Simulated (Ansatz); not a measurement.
Write the native input for Ansatz 0.2.0 that does the following.

```yaml
Task: single point
Functional: PBE
Potentials_or_basis: Ansatz PAW
Cutoff: "420 eV (not typed: the program's choice for these potentials)"
k_mesh: 8 × 5 × 5
Occupations: fermi-dirac, width 0.05 eV
Spin: no spin polarisation
```

Crystal: Zn4TeO3.

```xyz
8
Lattice="3.3710 0.0000 0.0000 0.0000 3.6443 5.1796 0.0000 -3.6443 5.1796" Properties=species:S:1:pos:R:3 pbc="T T T"
Te    1.6658   -0.0572    3.7391
Zn   -0.0034   -0.0493    5.7140
Zn    1.7029   -1.5069    7.5959
Zn    1.6717    1.4773    7.6287
Zn   -0.0041    0.0241   10.2437
O     1.6548   -0.0201    9.0710
O    -0.0064    1.8006    6.4611
O     0.0480   -1.7628    6.5197
```

The cell comes from a database or a generator and needn't be the stable form of this composition.

The cell isn't the ideal one: atoms moved at random, drawn with an rms of 0.05 Å.

One way to write it, as run:

input.yaml

```yaml
crystal:
  lattice:
    - [3.3709845011, 0.0, 0.0]
    - [0.0, 3.6442501593, 5.179649]
    - [0.0, -3.6442501593, 5.179649]
  atoms:
    - { symbol: Te, position: [0.494147, 0.353101, 0.368786] }
    - { symbol: Zn, position: [-0.001022, 0.544814, 0.55835] }
    - { symbol: Zn, position: [0.505162, 0.526493, 0.93999] }
    - { symbol: Zn, position: [0.495907, 0.939105, 0.533719] }
    - { symbol: Zn, position: [-0.001217, 0.992146, 0.985535] }
    - { symbol: O, position: [0.490895, 0.872873, 0.878397] }
    - { symbol: O, position: [-0.001899, 0.87075, 0.376658] }
    - { symbol: O, position: [0.014244, 0.387498, 0.871211] }
hamiltonian:
  xc: pbe
  pseudopotentials: { kind: paw }
kpoints:
  mp_grid: { grid: [8, 5, 5] }
scf:
  occupations: { method: fermi_dirac, width: 0.05 }
output:
  forces: true
  stress: true
  eigenvalues: true
```

Potentials or basis: Ansatz PAW.

The run is started by

```bash
$ ansatz run input.yaml --threads 4 --pin off --max-ram 10240MiB --backend cpu --events-out ev --progress --plain --runs-dir out
```

It gave:

```
Pressure               : 1.0 GPa
Largest force          : 1.067 eV/Å
Band gap on the k mesh : none (metal or under the smearing width)
```

Caveat: the pressure holds a Pulay correction of +0.4 GPa for the finite cutoff.

It took 7.8 s on 4 threads of Intel(R) Xeon(R) 6975P-C (Granite Rapids) (shared host), peak memory 0.82 GiB.
